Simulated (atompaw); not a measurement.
**Phosphorus: generating and testing a PAW (atompaw) potential**

Do these settings give a usable potential? It is generated, then checked for scattering, ghosts and hardness.

Program: atompaw 4.2.0.5. Reference atom: PBE, scalar-relativistic, spherical and spin-unpolarised. All values are calculated.

## 1. The atom and the settings

Typed settings, in words:

```json
{"element": "phosphorus (P, Z = 15)", "type": "PAW", "frozen core": "[Ne]", "valence charge": "5", "reference configuration": "3s1.5 3p3.5", "partial waves": "3s (bound): rc 1.85 bohr; 3s channel at -0.35 Ry: rc 1.90 bohr; 3p (bound): rc 1.90 bohr; 3p channel at 0.5 Ry: rc 1.90 bohr; 3d channel at -0.1 Ry: rc 1.90 bohr", "local potential": "troulliermartins scheme with l = 3 at 0.5 Ry, radius 1.35 bohr", "core correction": "smooth core density matched at 1.10 bohr", "augmentation charge": "besselshape compensation charge, radius 1.45 bohr; PAW radius 1.90 bohr; waves and projectors: custom polynom vanderbiltortho"}
```

An earlier all-electron run gives the scale for the radii.

All-electron outer shells of the reference configuration (PBE, scalar-relativistic, ld1.x):

```
shell  level (eV)  outermost node (bohr)  outermost maximum (bohr)
   2s     -174.77                   0.14                      0.42
   2p     -125.27                      –                      0.36
   3s      -14.33                   0.65                      1.58
   3p       -5.80                   0.64                      1.83
```

## 2. The generation run

P.input

```
P 15
GGA-PBE scalarrelativistic loggrid 1500 logderivrange -3 5 201
3 3 0 0 0 0
3 0 1.5
3 1 3.5
0 0 0
c
c
v
c
v
2
1.90 1.45 1.35 1.10
y
-0.35
n
y
0.5
n
y
-0.1
n
custom polynom vanderbiltortho besselshape
3 0.5 troulliermartins
1.85
1.90
1.90
1.90
1.90
PWSCFOUT
UPFDX 0.0125d0 UPFXMIN -7.d0 UPFZMESH 15.d0
END
```

The run is started by

```bash
$ atompaw < P.input > P.log
```

Before running it: what results should come out? Wanted: cutoffs for 10 and 1 mRy, occupied levels; bound ghosts; largest phase difference near zero energy, channels read; lowest eigenvalue of the overlap; share of valence orbitals outside the PAW sphere; UPF file.

**Answer**, as computed:

```
                                                quantity             value
               cutoffs for 10 and 1 mRy, occupied levels   10 Ry and 21 Ry
                                            bound ghosts   s at -168.18 eV
largest phase difference near zero energy, channels read         0.010 rad
         lowest eigenvalue of the overlap (Bessel basis)         0.128 (s)
        share of valence orbitals outside the PAW sphere  3s 43 %, 3p 62 %
                                                UPF file           written
```

In words: It has a bound ghost (s), a state that the atom doesn't have, and that rules the file out. Close by lies the frozen 2s level (-174.8 eV). The potential is soft on the atom at that tolerance: the looser tolerance needs 10 Ry. The slowest occupied level is 3s: taken alone it needs 15 Ry to come within 1 mRy, against 12 Ry for 3p. Near zero energy the phases of the channels with partial waves agree within 0.010 rad. The pseudo curves have a pole with no partner nearby in the atom's: d at 0.97 Ry. At positive energy that is a spurious or a displaced resonance. These are tests on the free atom; a crystal test is still owed.
